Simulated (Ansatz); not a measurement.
**CH₄BrSn radical: a ladder of functionals and wavefunction methods**

The task here is to estimate one member of a computed series from the others.

Computed with Ansatz 0.2.0, Gaussian basis. Level: functionals in def2-TZVPP, the program's frozen cores in correlated methods.

The runs, in order: LDA (SPW92), PBE-D4, revPBE-D4, BLYP-D4, r2SCAN-D4, B97M-V, PBE0-D4, B3LYP-D4, r2SCANh-D4, r2SCAN0-D4, HSE06-D4, BHLYP-D4, CAM-B3LYP-D4, LC-ωPBE, ωB97X-V, ωB97M-V, B2PLYP, PBE-QIDH; CCSD(T)/def2-SVP.

## The relaxed structure

The geometry comes from an earlier relaxation with PBE0-D4 in a triple-zeta def2 set; it is a stationary point, not always the lowest conformer. Sn takes the def2 core potential; no spin-orbit term is included.

SMILES `[CH3][SnH][Br]`, 7 atoms, charge 0, spin multiplicity 2.

Atoms are counted from 1 here; the program's logs count them from 0.

Bond lengths: C1–Sn2 2.155 Å, C1–H4 1.091 Å, C1–H5 1.088 Å, C1–H6 1.090 Å, Sn2–Br3 2.506 Å, Sn2–H7 1.731 Å. Angles: Sn2–C1–H4 107.4°, Sn2–C1–H5 109.4°, Sn2–C1–H6 109.7°, H4–C1–H5 109.9°, H4–C1–H6 110.1°, H5–C1–H6 110.2°, C1–Sn2–Br3 104.8°, C1–Sn2–H7 111.5°, Br3–Sn2–H7 104.5°.

The first run:

Input file in.yaml:

```yaml
crystal:
  periodic: [false, false, false]
  atoms:
    - {symbol: C, position_ang: [-0.807768, 0.563862, -0.181694]}
    - {symbol: Sn, position_ang: [0.586640, -1.074685, -0.300211]}
    - {symbol: Br, position_ang: [1.344594, -1.443979, 2.059853]}
    - {symbol: H, position_ang: [-0.282627, 1.407955, 0.267875]}
    - {symbol: H, position_ang: [-1.651497, 0.277137, 0.443078]}
    - {symbol: H, position_ang: [-1.152937, 0.826305, -1.181557]}
    - {symbol: H, position_ang: [2.024696, -0.624594, -1.153045]}
basis:
  gaussian: {orbitals: def2-TZVPP}
magnetization: {spin_polarized: true, initial_magnetization: 1}
hamiltonian: {xc: lda}
output: {orbitals: {seedname: orbitals}}
```

The run is started by

```sh
$ ansatz run in.yaml --threads 2 --pin off --events-out ev --progress --plain --max-ram 32768MiB --backend cpu
```

Steps of the session up to this table: LDA; PBE-D4 (GGA); revPBE-D4 (GGA); BLYP-D4 (GGA); r2SCAN-D4 (meta-GGA); B97M-V (meta-GGA); B3LYP-D4 (hybrid); r2SCANh-D4 (hybrid); r2SCAN0-D4 (hybrid); HSE06-D4 (hybrid); BHLYP-D4 (hybrid); CAM-B3LYP-D4 (range-separated); LC-ωPBE (range-separated); ωB97X-V (range-separated); ωB97M-V (range-separated); B2PLYP (double hybrid); PBE-QIDH (double hybrid).

One table of the session follows, with a row left open; its other results are not shown here.

It belongs to the step «Frontier levels by functional». 

```
  functional  HOMO (eV)  LUMO (eV)  gap (eV)
 LDA (SPW92)      -5.27      -4.56      0.70
      PBE-D4      -5.20      -4.24      0.96
   revPBE-D4      -5.17      -4.11      1.06
     BLYP-D4      -5.02      -4.25      0.77
   r2SCAN-D4      -5.56      -3.95      1.61
      B97M-V      -5.38      -4.39      0.99
     PBE0-D4      -6.26      -3.42      2.85
    B3LYP-D4      -6.02      -3.79      2.23
  r2SCANh-D4      -5.95      -3.66      2.29
  r2SCAN0-D4      -6.53      -3.21      3.31
    HSE06-D4      -5.88      -3.79      2.09
    BHLYP-D4      -7.15      -2.68      4.47
CAM-B3LYP-D4          ?          ?         ?
     LC-ωPBE      -8.80      -1.23      7.57
     ωB97X-V      -8.34      -1.61      6.73
     ωB97M-V      -8.27      -1.73      6.54
```

Q: Estimate the row for CAM-B3LYP-D4 from the others.

**Answer.** HOMO (eV): -7.46; LUMO (eV): -2.58; gap (eV): 4.88. In the column «HOMO (eV)» it lies between ωB97M-V (-8.27) and BHLYP-D4 (-7.15).
